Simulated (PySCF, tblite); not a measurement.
# C₈H₁₂ClF: geometry, infrared bands and NMR shifts

Aim: predict the infrared bands and NMR shifts of C₈H₁₂ClF (`F[C@@H]1CCC[C@@H](/C=C/Cl)C1`).

The runs use tblite 0.8.0 and PySCF 2.14.0, with density-fitted response routines of our own; the level of theory stands in each step. All values are computed, except where a source is named. Atoms count from 0, in the outputs and in this text.

## Step 1: The molecule as given

22 atoms, charge 0, multiplicity 1; geometry from: force field or distance geometry start.

Bonds of the start (Å): F0–C1 1.40, C1–C2 1.50, C2–C3 1.49, C3–C4 1.50, C4–C5 1.52, C5–C6 1.48, C6–C7 1.36, C7–Cl8 1.77, C5–C9 1.51, C9–C1 1.49, C1–H10 1.10, C2–H11 1.11, C2–H12 1.14, C3–H13 1.11, C3–H14 1.11, C4–H15 1.11, C4–H16 1.11, C5–H17 1.12, C6–H18 1.09, C7–H19 1.10, C9–H20 1.12, C9–H21 1.11.

## Step 2: Geometry optimisation with GFN2-xTB

The job: settings as JSON, then the geometry in Å.

```
{"job": {"kind": "relax", "xc": "GFN2-xTB", "basis": "xTB"}, "charge": 0, "multiplicity": 1}
F     -0.962200     1.075900     1.829200
C     -1.360200     1.181600     0.487500
C     -2.143400    -0.032200     0.082800
C     -1.363900    -1.297100    -0.036600
C     -0.048100    -1.134800    -0.747000
C      0.665800    -0.031600     0.009200
C      2.098600     0.125400    -0.342400
C      2.996900     0.002000     0.666100
Cl     4.717700     0.169700     0.290800
C     -0.106100     1.226800    -0.314000
H     -1.947900     2.103700     0.329400
H     -2.628900     0.158200    -0.901900
H     -2.939700    -0.158100     0.888400
H     -1.973200    -2.049200    -0.577200
H     -1.154800    -1.687100     0.979400
H      0.578800    -2.046200    -0.700700
H     -0.199300    -0.830400    -1.808400
H      0.529600    -0.237600     1.104500
H      2.446600     0.332900    -1.357400
H      2.654200    -0.207600     1.690400
H     -0.359900     1.205000    -1.403600
H      0.489000     2.149900    -0.169400
```

Command:

```console
OMP_NUM_THREADS=1 python probes_run.py task.json out
```

The driver reads the jobs from task.json and runs them one after another.

**Question.** This job is followed by: GFN2-xTB harmonic vibrations, gas phase; GIAO PBE0/pcSseg-1 NMR shielding, non-relativistic, gas phase. What will the session give for the following? strongest single infrared mode (GFN2-xTB); zero-point energy (GFN2-xTB); 13C shifts against TMS (PBE0/pcSseg-1); 1H shifts against TMS (PBE0/pcSseg-1); 19F shifts against CFCl3 (PBE0/pcSseg-1); 35Cl shifts against HCl (PBE0/pcSseg-1).

**Answer**, as computed:

```
                                 quantity                                                                       value
strongest single infrared mode (GFN2-xTB)                                                        3000 cm⁻¹, 83 km/mol
             zero-point energy (GFN2-xTB)                                                              114.5 kcal/mol
   13C shifts against TMS (PBE0/pcSseg-1)                        148.2, 129.7, 90.2, 42.0, 40.0, 36.4, 34.3, 23.5 ppm
    1H shifts against TMS (PBE0/pcSseg-1)  6.20, 5.88, 5.07, 2.39, 2.08, 2.05, 1.89, 1.73, 1.62, 1.18, 1.09, 1.00 ppm
 19F shifts against CFCl3 (PBE0/pcSseg-1)                                                                  -215.5 ppm
  35Cl shifts against HCl (PBE0/pcSseg-1)                                                                     197 ppm
```

In words: Over 67 steps the energy fell by 0.685 eV; of the close pairs, C2–H12 changed most, 1.140 to 1.091 Å. No mode is imaginary among the 60: a minimum at this level. GFN2-xTB is a fitted tight-binding method: band positions and strengths are rough. Its intensities can rank the bands wrongly. At PBE0/pcSseg-1: Shielding is most anisotropic at Cl8 (span 440 ppm, paramagnetic term -391 ppm).
